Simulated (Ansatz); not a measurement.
Write a Python script for Ansatz 0.2.0, Python API that makes harmonic frequencies at the relaxed geometry of CH4F2GeO, SMILES O[C](F)(F)[GeH3]. Settings (for the species named): PBE, def2-SVP basis, multiplicity 1, D4 dispersion.

Input file `ch4f2geo.xyz`:
```text
9

O     1.47160    0.95280    0.11770
C     0.62480    0.08890   -0.60730
F     1.36930   -0.98740   -0.99750
F     0.18960    0.70770   -1.74470
Ge   -0.83440   -0.54750    0.49660
H     0.86810    1.82380    0.24780
H    -0.23170   -1.22720    1.78050
H    -1.65620   -1.53760   -0.29030
H    -1.71260    0.68010    0.98020
```

Script `freq.py`:
```python
import warnings

import ansatz as az
from ase import Atoms
from ase.thermochemistry import IdealGasThermo
import numpy as np


def main() -> None:
    warnings.simplefilter("ignore", az.DeckWarning)

    system = az.Crystal.molecule_from_extxyz("ch4f2geo.xyz")

    job = system.calculation().basis(gaussian="def2-SVP").functional("pbe", dispersion="d4").accuracy("medium")
    symbols = [site.symbol for site in system.cartesian_sites]
    start = np.array([site.position_ang for site in system.cartesian_sites], dtype=float)
    rep = job.relax(force_tolerance=0.003, max_steps=100).run(threads=1).report
    end = np.array(rep["positions_ang"])

    print("bond        before    after (A)")
    for i, j in [(0, 1), (0, 5), (1, 2), (1, 3), (1, 4), (4, 6), (4, 7), (4, 8)]:
        d0, d1 = (np.linalg.norm(xyz[i] - xyz[j]) for xyz in (start, end))
        print(f"{symbols[i]}{i}-{symbols[j]}{j}".ljust(10), f"{d0:8.4f} {d1:8.4f}")

    minimum = az.Crystal.molecule()
    for symbol, xyz in zip(symbols, end):
        minimum = minimum.atom(symbol, xyz.tolist())
    vibrating = (
        minimum.calculation()
        .basis(gaussian="def2-SVP")
        .functional("pbe", dispersion="d4")
        .accuracy("medium")
        .phonons(temperatures=(100, 500, 100))
    )
    vib = vibrating.run(threads=1).report["vibrations"]
    sums = vib["harmonic_sums"]
    modes = [m["omega_inv_cm"] for m in sums["modes_at_gamma"] if m["rigid_motion"] == "no"]
    for number, w in enumerate(modes, start=1):
        print(f"mode {number:2d} {w:9.1f} 1/cm {w / 8065.544 * 1000:8.2f} meV")
    print("imaginary modes:", sum(w < 0 for w in modes), " zero-point energy:", round(sums["zero_point_energy_ev"], 4), "eV")
    gas = IdealGasThermo(vib_energies=[w / 8065.544 for w in modes if w > 0], geometry="linear" if len(modes) == 3 * len(symbols) - 5 else "nonlinear",
                         atoms=Atoms(symbols, positions=end), symmetrynumber=1, spin=0.0)
    print(f"H(298 K) - E = {gas.get_enthalpy(298.15, verbose=False):.4f} eV")
    print(f"S(298 K, 1 bar) = {96485.33 * gas.get_entropy(298.15, 1e5, verbose=False):.1f} J/(mol K) with symmetry number 1")

    heavier = vibrating.phonons(masses={"H": 2.014102}).run(threads=1).report["vibrations"]["harmonic_sums"]
    print("deuterated (1/cm):", " ".join(f"{m['omega_inv_cm']:.0f}" for m in heavier["modes_at_gamma"] if m["rigid_motion"] == "no"))
    print("zero-point energy falls by", round(sums["zero_point_energy_ev"] - heavier["zero_point_energy_ev"], 4), "eV")


if __name__ == "__main__":
    main()
```

```console
$ python freq.py
bond        before    after (A)
O0-C1        1.4103   1.3731
O0-H5        1.0676   0.9762
C1-F2        1.3656   1.3588
C1-F3        1.3660   1.3859
C1-Ge4       1.9372   2.0146
Ge4-H6       1.5728   1.5464
Ge4-H7       1.5083   1.5455
Ge4-H8       1.5850   1.5519
mode  1     127.7 1/cm    15.84 meV
mode  2     194.8 1/cm    24.15 meV
mode  3     199.5 1/cm    24.73 meV
mode  4     265.1 1/cm    32.87 meV
mode  5     300.6 1/cm    37.26 meV
mode  6     473.1 1/cm    58.66 meV
mode  7     479.0 1/cm    59.38 meV
mode  8     562.0 1/cm    69.68 meV
mode  9     563.2 1/cm    69.83 meV
mode 10     712.5 1/cm    88.33 meV
mode 11     784.0 1/cm    97.20 meV
mode 12     845.1 1/cm   104.78 meV
mode 13     848.0 1/cm   105.14 meV
mode 14    1004.5 1/cm   124.54 meV
mode 15    1060.7 1/cm   131.51 meV
mode 16    1175.4 1/cm   145.73 meV
mode 17    1281.6 1/cm   158.90 meV
mode 18    2081.1 1/cm   258.02 meV
mode 19    2108.4 1/cm   261.41 meV
mode 20    2119.9 1/cm   262.83 meV
mode 21    3714.6 1/cm   460.55 meV
imaginary modes: 0  zero-point energy: 1.2957 eV
H(298 K) - E = 1.5064 eV
S(298 K, 1 bar) = 342.9 J/(mol K) with symmetry number 1
deuterated (1/cm): 94 167 186 209 296 390 397 495 517 565 602 603 710 842 1038 1170 1180 1478 1502 1513 2704
zero-point energy falls by 0.263 eV
```

Caveats:
- The settings weren't tested for convergence.
- The frequencies are harmonic and unscaled, in a modest basis. The result belongs to the one conformer reached from this start, and soft torsions count as harmonic oscillators.
- The entropy takes a symmetry number of 1; a symmetric molecule's is lower by R ln(sigma).
- Hardware and time: 5 min on 1 thread of Intel(R) Xeon(R) Platinum 8259CL CPU @ 2.50GHz (Skylake/Cascade Lake), with other jobs on the host, peak memory 0.29 GiB.

(Lines on the test bed's own set-up are left out of the output.)
